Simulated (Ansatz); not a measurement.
CuS, space group Fm-3m: cell relaxations under several functionals, run with Ansatz 0.2.0 through its Python package.

`lattice_cus.py`:
```python
"""How the lattice of CuS depends on the functional."""

import ansatz as az
import numpy as np

params = {
    "occupations": "gaussian",
    "sigma": 0.15,
    "cutoff": 550,
    "fmax": 0.05,
}

def edges_and_angles(cell):
    cell = np.asarray(cell)
    a, b, c = np.linalg.norm(cell, axis=1)
    cosines = cell[1] @ cell[2] / (b * c), cell[0] @ cell[2] / (a * c), cell[0] @ cell[1] / (a * b)
    return (a, b, c, *np.degrees(np.arccos(cosines)))


def main() -> None:
    structure = (
        az.Lattice.of((0.0, 2.439903, 2.439903), (2.439903, 0.0, 2.439903), (2.439903, 2.439903, 0.0))
        .atom("Cu", (0.0, 0.0, 0.0))
        .atom("S", (0.5, 0.5, 0.5))
    )

    base = (
        structure.calculation()
        .occupations(params["occupations"], width=params["sigma"])  # the run then minimises F = E - TS
        .basis(params["cutoff"])  # cutoff of the orbital basis
        .kpoints(12)
        .relax(cell=True, force_tolerance=params["fmax"])
    )

    levels = [("pbesol", "d3bj"), ("lda", "none"), ("r2scan", "none")]
    print("level            a       b       c    alpha   beta  gamma  V/atom  steps")
    for name, dispersion in levels:
        seen = []
        run = base.functional(name, dispersion=dispersion).session().plan()
        outcome = run.execute(on_event=lambda e: seen.append(e) if e["event"] == "relax_step" else None)
        cell = outcome.lattice.cell_ang
        label = name if dispersion == "none" else f"{name}+{dispersion}"
        print("{:13s} {:7.4f} {:7.4f} {:7.4f} {:6.2f} {:6.2f} {:6.2f}".format(label, *edges_and_angles(cell)), f"{abs(np.linalg.det(cell)) / len(outcome.lattice.sites):7.3f} {len(seen):5d}")


if __name__ == "__main__":
    main()
```

Rank the levels of theory by the volume of the relaxed cell.

From smallest to largest: PBEsol+D3BJ (13.36 Å³ an atom, -8.0 % against the start), LDA (13.44 Å³ an atom, -7.4 % against the start) and r2SCAN (14.34 Å³ an atom, -1.3 % against the start). The spread is 7.3 % in volume.

The run itself:

```console
$ python lattice_cus.py
level            a       b       c    alpha   beta  gamma  V/atom  steps
pbesol+d3bj    3.3555  3.3555  3.3555  60.00  60.00  60.00  13.358     5
lda            3.3628  3.3628  3.3628  60.00  60.00  60.00  13.444     5
r2scan         3.4358  3.4358  3.4358  60.00  60.00  60.00  14.339     4
```

Caveats:
- The run is spin-unpolarised.
- Forces vanish by symmetry, so the ions can't move, and the end may be a saddle.
- Dispersion corrections can be off by several per cent in the lattices of metals, and by several GPa in the pressure at a fixed cell.
- Edges and angles are those of the cell as typed, here a primitive one, not of the conventional cell.
- The structure comes from a database of computed cells and needn't be a stable or known phase.
- Hardware and time: 47 s on 1 thread of Arm Neoverse V1 (shared host), peak memory 0.53 GiB.
